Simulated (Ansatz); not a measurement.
Task: a band structure of Co, space group P-3m1, with Ansatz 0.2.0, Python API. Give the script and its output. Settings: PBEsol, PAW, the default cutoff (420 eV here), 15×15×8 k-points, Fermi-Dirac smearing of 0.15 eV, collinear spin.

```
Co
1.0
     2.48736    0.00000    0.00000
    -1.24368    2.15412    0.00000
     0.00000    0.00000    4.06329
Co
2
Direct
  0.66667 0.33333 0.25986
  0.33333 0.66667 0.74014
```

`bands.py`:
```python
"""Band structure of Co."""

import warnings

import ansatz as az
import matplotlib.pyplot as plt
import numpy as np

warnings.simplefilter("ignore", az.DeckWarning)

vectors = np.array([
    [2.487365, 0.0, 0.0],
    [-1.243682, 2.154121, 0.0],
    [0.0, 0.0, 4.06329],
])
crystal = (
    az.Lattice.of(vectors)
    .atom("Co", (2 / 3, 1 / 3, 0.259861))
    .atom("Co", (1 / 3, 2 / 3, 0.740139))
    .moments(Co=2.5)
)

# vertices of the path, as fractions of the reciprocal vectors
path = [
    ("G", (0.0, 0.0, 0.0)),
    ("M", (0.5, 0.0, 0.0)),
    ("K", (0.33333, 0.33333, 0.0)),
    ("G", (0.0, 0.0, 0.0)),
    ("A", (0.0, 0.0, 0.5)),
]
job = (
    crystal.calculation()
    .functional(az.Functional.PBESOL)
    .kpoints(15, 15, 8)
    .occupations(az.OccupationsMethod.FERMI_DIRAC, width=0.15)
    .spin("collinear")
    .band_structure([point for _, point in path], intervals=8)
    .scf(extra_bands=6)
)
done = job.run(threads=1, pin="off")
data = done.report

print(f"free energy      {data['free_energy_ev']:.5f} eV")
print(f"per atom         {data['free_energy_ev'] / len(done.lattice.sites):.5f} eV")
print(f"SCF iterations   {data['n_iterations']}  (converged: {data['converged']})")

bands = done.band_structure()
fermi = bands.fermi_energy_ev
print(f"zero of the bands: {fermi:.3f} eV, the Fermi level found on the SCF mesh")
reciprocal = 2 * np.pi * np.linalg.inv(done.lattice.cell_ang).T
steps = np.linalg.norm(np.diff(bands.kpoints_frac @ reciprocal, axis=0), axis=1)
distance = np.concatenate([[0], np.cumsum(steps)])
fig, ax = plt.subplots(figsize=(5, 4))
for channel, colour in zip(bands.channels, ("C0", "C3")):
    ax.plot(distance, channel.eigenvalues_ev - fermi, colour, lw=1)
ax.set_xticks(distance[::8], [label for label, _ in path])
ax.set(ylim=(-6, 6), ylabel="E - E_F (eV)", xlim=(0, distance[-1]))
ax.grid(axis="x")
fig.savefig("bands.png", dpi=100)
first = bands.channels[0].eigenvalues_ev - fermi
near = np.argsort(np.abs(first.mean(axis=0)))[:4]
for band in sorted(near):
    print(f"band {band + 1}: {first[:, band].min():.3f} to {first[:, band].max():.3f} eV")
```

```console
$ python bands.py
free energy      -10185.99978 eV
per atom         -5092.99989 eV
SCF iterations   11  (converged: True)
zero of the bands: 18.459 eV, the Fermi level found on the SCF mesh
band 16: -2.640 to -0.654 eV
band 17: -2.007 to -0.628 eV
band 18: -1.859 to -0.481 eV
band 19: -1.028 to 4.439 eV
```

Caveats:
- Total energies depend on the potentials; only differences at equal settings carry meaning.
- The magnetic order follows from the starting moments and needn't be the lowest.
- A Fermi-Dirac width this large means warm electrons, whose thermal share enters the free energy.
- The bands listed are those of the first spin channel.
- This isn't the structure that Co takes at ambient conditions.
- Gaps and levels are Kohn-Sham values on a finite set of k-points.
- The script silences the warnings on its input, which a real study should read.
- It ran for 14 s on 1 thread of Intel(R) Xeon(R) Processor @ 2.30GHz, with other jobs on the host, peak memory 0.63 GiB.
